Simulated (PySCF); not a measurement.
The system is OSiClH, in a box.

```
O Si Cl H
1.0
    12.00000    0.00000    0.00000
     0.00000   11.00000    0.00000
     0.00000    0.00000   11.00000
O Si Cl H
1 1 1 1
Direct
  0.39265 0.53651 0.48219
  0.43082 0.42248 0.56981
  0.60921 0.42911 0.54351
  0.44536 0.58170 0.44109
```

The cell isn't the ideal one: atoms moved at random, drawn with an rms of 0.05 Å.

Base run:

- Program: PySCF 2.14.0
- Functional: CAM-B3LYP
- Dispersion: D3
- Potentials or basis: def2-svp (all-electron)
- k mesh: 1 × 1 × 1
- Occupations: fixed
- Spin: no spin polarisation

Its results: gap between the frontier levels 8.14 eV.

Problem. The run is repeated on the same cell with these changes: functional from CAM-B3LYP to OLYP. What comes out?

Solution. Gap between the frontier levels 3.75 eV.

CAM-B3LYP gives the wider gap, since exact exchange removes part of the self-interaction.

Caveats: this is a molecule in a periodic box at the Γ point, so its band gap is the HOMO-LUMO gap; the basis of atomic orbitals isn't converged, which shifts pressures, moduli and gaps.

